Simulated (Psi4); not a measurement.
# [SnH3]− (SMILES [H][Sn-]([H])[H]) at SCAN/def2-TZVP (core potential, sweep point 6)

What is the vertical ionisation energy of [SnH3]− at SCAN/def2-TZVP (core potential, sweep point 6)? 

The calculation is run with Psi4 1.11.

4 further runs of the same task are left out: 4 set aside as unsound or not needed.

## Step 1: The molecule

The species is [SnH3]− (4 atoms), meant as a singlet with charge -1. As SMILES, `[H][Sn-]([H])[H]`. Geometry: a GFN2-xTB relaxation, a rough one for these elements and not checked as a minimum.

Bond lengths: Sn1–H2 1.948 Å, Sn1–H3 1.948 Å, Sn1–H4 1.949 Å. Angles: H2–Sn1–H3 93.3°, H2–Sn1–H4 93.4°, H3–Sn1–H4 93.5°.

## Step 2: A single-point energy at SCAN/def2-TZVP (core potential, sweep point 6)

The input, h3sn.in:

```
memory 1600 MB

molecule {
  -1 1
  Sn    -0.01205645     0.01082813     1.49603948
  H      3.09497455    -0.06349480    -0.47554958
  H     -1.48694990     2.70705157    -0.52989810
  H     -1.59594930    -2.65438490    -0.49059180
  units au
  symmetry c1
}

set basis def2-TZVP
set reference rks
set puream true
set scf_type pk
set dft_radial_points 99
set dft_spherical_points 590

result, w = energy("scan", return_wfn=True)
```

Command:

```
$ psi4 -i h3sn.in -o h3sn.out -n 1
```

h3sn.out:

```text
[...]
    !!!  WARNING: ECP capability is in beta. Please check occupations closely.  !!!
[...]
  Running in c1 symmetry.
[...]
  Nuclear repulsion =   18.488599683521318
[...]
  Multiplicity = 1
[...]
  Nalpha       = 13
  Nbeta        = 13
[...]
    Number of basis functions: 68
[...]
 WARNING: Atomic UHF is not converging! Try casting from a smaller basis or call Rob at CCMST.
   -------------------------
[...]
   @RKS iter   1:  -215.81212619435911   -1.02708e+00   1.15772e-02 DIIS/ADIIS
[...]
   @RKS iter   8:  -216.15705796440372   -7.44303e-08   2.98216e-07 DIIS
[...]
    Orbital Energies [Eh]
    ---------------------
    Doubly Occupied:
       1A     -4.812698     2A     -3.145832     3A     -3.145825
       4A     -3.142669     5A     -0.723382     6A     -0.723381
       7A     -0.720273     8A     -0.720261     9A     -0.718842
      10A     -0.226923    11A     -0.059279    12A     -0.059097
      13A      0.001664
[...]
  @RKS Final Energy:  -216.15705796440372
   => Energetics <=
    Nuclear Repulsion Energy =             18.4885996835213184
    One-Electron Energy =                -420.8263027113147245
    Two-Electron Energy =                 205.4633679451364685
    DFT Exchange-Correlation Energy =     -19.2827228817467962
    Empirical Dispersion Energy =           0.0000000000000000
    VV10 Nonlocal Energy =                  0.0000000000000000
    Total Energy =                       -216.1570579644037196
[...]
 Multipole Moments:
 ------------------------------------------------------------------------------------
     Multipole            Electronic (a.u.)      Nuclear  (a.u.)        Total (a.u.)
 ------------------------------------------------------------------------------------
 L = 1.  Multiply by 2.5417464519 to convert [e a0] to [Debye]
 Dipole X            :         -0.0464483            0.0383562           -0.0080921
 Dipole Y            :          0.0420940           -0.0344349            0.0076591
 Dipole Z            :          5.7223303           -4.7576070            0.9647234
 Magnitude           :                                                    0.9647877
[...]
```

It took 8.7 s on 1 thread of Intel Xeon 6975P-C (Granite Rapids), shared host; peak memory 0.76 GiB.

## Step 3: Doublet neutral SnH3

The input, h3sn.inp:

```
memory 1600 mb

molecule system {
  0 2
  Sn    -0.01205645     0.01082813     1.49603948
  H      3.09497455    -0.06349480    -0.47554958
  H     -1.48694990     2.70705157    -0.52989810
  H     -1.59594930    -2.65438490    -0.49059180
  units bohr
  symmetry c1
}

set {
  basis def2-TZVP
  reference uks
  puream true
  scf_type pk
  dft_radial_points 99
  dft_spherical_points 590
  maxiter 150
}

e = energy('scan')
print_variables()
```

Command:

```
$ psi4 -n 1 h3sn.inp h3sn.out
```

h3sn.out:

```text
[...]
    !!!  WARNING: ECP capability is in beta. Please check occupations closely.  !!!
[...]
  Running in c1 symmetry.
[...]
  Nuclear repulsion =   18.488599683521318
[...]
  Multiplicity = 2
[...]
  Nalpha       = 13
  Nbeta        = 12
[...]
    Number of basis functions: 68
[...]
 WARNING: Atomic UHF is not converging! Try casting from a smaller basis or call Rob at CCMST.
   -------------------------
[...]
   @UKS iter   1:  -215.86967420185502   -1.08463e+00   9.61105e-03 DIIS/ADIIS
[...]
   @UKS iter  10:  -216.06333900810608   -2.41832e-08   2.37412e-07 DIIS
[...]
   @S^2 Observed:                7.554493734E-01
[...]
    Orbital Energies [Eh]
    ---------------------
    Alpha Occupied:
       1A     -5.063465     2A     -3.398110     3A     -3.394242
       4A     -3.394234     5A     -0.974319     6A     -0.974138
       7A     -0.974131     8A     -0.969810     9A     -0.969800
      10A     -0.465224    11A     -0.281611    12A     -0.281363
      13A     -0.245074
    Alpha Virtual:
      14A     -0.039768    15A     -0.039614    16A     -0.006523
      17A      0.109610    18A      0.109669    19A      0.115477
      20A      0.141840    21A      0.149289    22A      0.149409
      23A      0.252112    24A      0.286332    25A      0.286368
[...]
  @UKS Final Energy:  -216.06333900810608
   => Energetics <=
    Nuclear Repulsion Energy =             18.4885996835213184
    One-Electron Energy =                -414.7275926686651246
    Two-Electron Energy =                 199.2387852066351570
    DFT Exchange-Correlation Energy =     -19.0631312295974347
    Empirical Dispersion Energy =           0.0000000000000000
    VV10 Nonlocal Energy =                  0.0000000000000000
    Total Energy =                       -216.0633390081060838
[...]
 Multipole Moments:
 ------------------------------------------------------------------------------------
     Multipole            Electronic (a.u.)      Nuclear  (a.u.)        Total (a.u.)
 ------------------------------------------------------------------------------------
 L = 1.  Multiply by 2.5417464519 to convert [e a0] to [Debye]
 Dipole X            :         -0.0444269            0.0383562           -0.0060707
 Dipole Y            :          0.0390826           -0.0344349            0.0046477
 Dipole Z            :          5.4423703           -4.7576070            0.6847633
 Magnitude           :                                                    0.6848060
[...]
```

Run time: 14 s. Hardware: 1 thread of Intel Xeon 6975P-C (Granite Rapids), shared host; peak memory 0.76 GiB.

## Step 4: Results

At SCAN/def2-TZVP (core potential, sweep point 6):

```
                                                              quantity          value
                                         singlet [SnH3]−: total energy  -216.15706 Eh
                                          singlet [SnH3]−: HOMO energy        0.05 eV
                                          singlet [SnH3]−: LUMO energy        4.57 eV
singlet [SnH3]−: HOMO–LUMO gap (to an unbound level, set by the basis)        4.52 eV
                                    doublet neutral SnH3: total energy  -216.06334 Eh
                                   doublet neutral SnH3: dipole moment         1.74 D
              doublet neutral SnH3: HOMO energy (highest over α and β)       -6.67 eV
               doublet neutral SnH3: LUMO energy (lowest over α and β)       -5.07 eV
                                            doublet neutral SnH3: ⟨S²⟩          0.755
                   vertical detachment energy (to the doublet neutral)       2.550 eV
```

**Reading.** The vertical ionisation energy comes to 2.55 eV (246 kJ/mol). −ε(HOMO) before ionisation, -0.05 eV, is 2.60 eV below this ionisation energy. The HOMO (singlet [SnH3]−) lies at positive energy, 0.05 eV, as semi-local functionals often give for anions; only total energies tell whether the electron is bound.
